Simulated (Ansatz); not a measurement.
# CaIn2As2: the cost of one run

Method: DFT PBE, scalar-relativistic, plane waves, PAW, in Ansatz 0.2.0.

### Step 1. The structure to begin with

The structure is tetragonal, space group I4/mmm (No. 139). Conventional cell: a = 4.638 Å, b = 4.638 Å, c = 12.169 Å, α = 90.00°, β = 90.00°, γ = 90.00°. Ca (site symmetry 4/mmm) is surrounded by 8 As at 3.62 Å and 8 In at 3.83 Å. In (site symmetry -4m2) has 4 As at 2.77 Å as nearest neighbours. As (site symmetry 4mm) has 4 In at 2.77 Å and 4 Ca at 3.62 Å as nearest neighbours.

As a file:

```cif
data_structure
_symmetry_space_group_name_H-M 'I4/mmm'
_symmetry_Int_Tables_number 139
_cell_length_a 4.6378
_cell_length_b 4.6378
_cell_length_c 12.1686
_cell_angle_alpha 90.000
_cell_angle_beta 90.000
_cell_angle_gamma 90.000
_cell_volume 261.74
loop_
_atom_site_label
_atom_site_type_symbol
_atom_site_symmetry_multiplicity
_atom_site_Wyckoff_symbol
_atom_site_fract_x
_atom_site_fract_y
_atom_site_fract_z
_atom_site_occupancy
Ca1 Ca 2 a 0.00000 0.00000 0.00000 1
In1 In 4 d 0.50000 0.00000 0.25000 1
As1 As 4 e 0.50000 0.50000 0.12600 1
```

(A quick probe on a coarse mesh, which set the mesh and smearing, is not shown.)

### Step 3. Rough relaxation on the coarse mesh

File input.yaml:

```yaml
crystal:
  lattice:
    - [-2.3189206084, 2.3189206084, 6.0842966459]
    - [2.3189206084, -2.3189206084, 6.0842966459]
    - [2.3189206084, 2.3189206084, -6.0842966459]
  atoms:
    - { symbol: Ca, position: [0.0, 0.0, 0.0] }
    - { symbol: In, position: [0.25, 0.75, 0.5] }
    - { symbol: In, position: [0.75, 0.25, 0.5] }
    - { symbol: As, position: [0.626, 0.626, 0.0] }
    - { symbol: As, position: [0.374, 0.374, 0.0] }
basis:
  ecutwfc: 420
kpoints:
  mp_grid: { grid: [6, 6, 6] }
hamiltonian:
  xc: pbe
scf:
  occupations: { method: gaussian, width: 0.1 }
  lower_state_search: "off"
output:
  forces: true
  stress: true
  eigenvalues: true
relax:
  adjacent_minimum: "off"
  f_tol: 0.04
  max_steps: 70
  cell: { stress_tol: 0.4 }
```

On the command line:

```bash
$ ansatz run input.yaml --threads 1 --pin off --max-ram 2560MiB --backend cpu --events-out ev --progress --plain --runs-dir out
```

**Question.** How long does this run take on 1 thread of Arm Neoverse V2, shared host, and how much memory does it need?

About 3 min, with a peak of 0.46 GiB.
